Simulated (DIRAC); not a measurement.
# SnCl at HF/dyall-cv2z (X2C-1eSO, basis special Cl:def2-TZVP, open shell 1 in 2 spinors, uncontracted yes)

Wanted: a point of an energy scan of SnCl. 

Program for the calculation: DIRAC 26.1 (patched).

17 further runs of the same task are left out: 1 that didn't finish, 16 set aside as unsound or not needed.

### 1 The structure to begin with

The species is SnCl (2 atoms), meant as a doublet with charge 0.

Bond lengths: Sn1–Cl2 2.484 Å.

### 2 A point of an energy scan at HF/dyall-cv2z (X2C-1eSO, basis special Cl:def2-TZVP, open shell 1 in 2 spinors, uncontracted yes)

File ClSn.xyz:

```xyz
2

Sn      0.00000000      0.00000000      0.00000000
Cl      0.00000000      0.00000000      2.48388035
```

File scf.inp:

```
**DIRAC
.TITLE
 ClSn
.WAVE FUNCTION
**HAMILTONIAN
.X2C
.NOAMFI
**INTEGRALS
.NUCMOD
 1
*READIN
.UNCONTRACT
**WAVE FUNCTION
.SCF
*SCF
.CLOSED SHELL
 66
.OPEN SHELL
 1
 1/2
**MOLECULE
*BASIS
.DEFAULT
dyall.cv2z
.SPECIAL
Cl BASIS def2_tzvp
**END OF INPUT
```

Launch:

```bash
$ pam --inp=scf.inp --mol=ClSn.xyz --noarch --mw=122 --aw=276
```

The program printed:

```text
[...]
It.    1    -3843.476582733      0.00D+00  0.00D+00  0.00D+00               0.06587303s   Atom. scrpot
[...]
It.   17    -6635.872569454      1.50D-10 -1.20D-08  2.67D-08   DIIS   9    0.76300000s   LL
[...]
* Convergence after   17 iterations.
[...]
                                   TOTAL ENERGY
                                   ------------
   Charge of molecule : 0
   Electronic energy                        :    -6816.9604503423416
   Other contributions to the total energy
   Nuclear repulsion energy                 :      181.0878808886265
[...]
   Total energy                             :    -6635.8725694537152
[...]
  * Closed shell, f = 1.0000
   -1078.505000134  ( 2)       -166.253381147  ( 2)       -155.154325039  ( 2)       -146.211752725  ( 2)       -105.161768771  ( 2)
     -33.580447876  ( 2)        -28.960460065  ( 2)        -27.273754083  ( 2)        -19.171018659  ( 2)        -18.759424966  ( 2)
     -10.580409394  ( 2)         -8.031126296  ( 2)         -7.956641495  ( 2)         -5.918769815  ( 2)         -4.296374672  ( 2)
      -3.987552925  ( 2)         -1.378798408  ( 2)         -1.325235378  ( 2)         -1.034970771  ( 2)         -0.570549386  ( 2)
[...]
  * Open shell #1, f = 0.5000
      -0.203776353  ( 2)
  * Virtual eigenvalues, f = 0.0000
       0.072032579  ( 2)          0.291810094  ( 2)          0.335865508  ( 2)          0.359034919  ( 2)          0.413791959  ( 2)
       0.450368957  ( 2)          0.548654467  ( 2)          0.625829975  ( 2)          0.764160560  ( 2)          0.764459653  ( 2)
[...]
  * Closed shell, f = 1.0000
    -146.211199901  ( 2)        -27.272994932  ( 2)        -19.171183719  ( 2)        -18.759360008  ( 2)         -7.955606870  ( 2)
      -3.985926718  ( 2)         -1.378951366  ( 2)         -1.323194936  ( 2)         -0.426015724  ( 2)
  * Virtual eigenvalues, f = 0.0000
      -0.001035229  ( 2)          0.377121382  ( 2)          0.399490269  ( 2)          0.430290448  ( 2)          0.551738819  ( 2)
[...]
  * Closed shell, f = 1.0000
     -18.759386668  ( 2)         -1.323232375  ( 2)
  * Virtual eigenvalues, f = 0.0000
       0.428124320  ( 2)          0.676420947  ( 2)          1.652613505  ( 2)          1.657466590  ( 2)          1.994805883  ( 2)
       2.119287338  ( 2)          2.443972331  ( 2)          2.451157599  ( 2)          4.526256361  ( 2)          4.539347145  ( 2)
[...]
* HOMO - LUMO gap:
    E(LUMO) :    -0.00103523 au (symmetry E1 )
  - E(HOMO) :    -0.20377635 au (symmetry E1 )
  ------------------------------------------
    gap     :     0.20274112 au
[...]
```

It took 17 s on 1 thread of Arm Neoverse V1, shared host.

### 3 Summary of results

Level: HF/dyall-cv2z (X2C-1eSO, basis special Cl:def2-TZVP, open shell 1 in 2 spinors, uncontracted yes).

| quantity | value |
| --- | --- |
| total energy | -6635.87257 Eh |
| HOMO energy (partly filled) | -5.55 eV |
| LUMO energy | -0.03 eV |
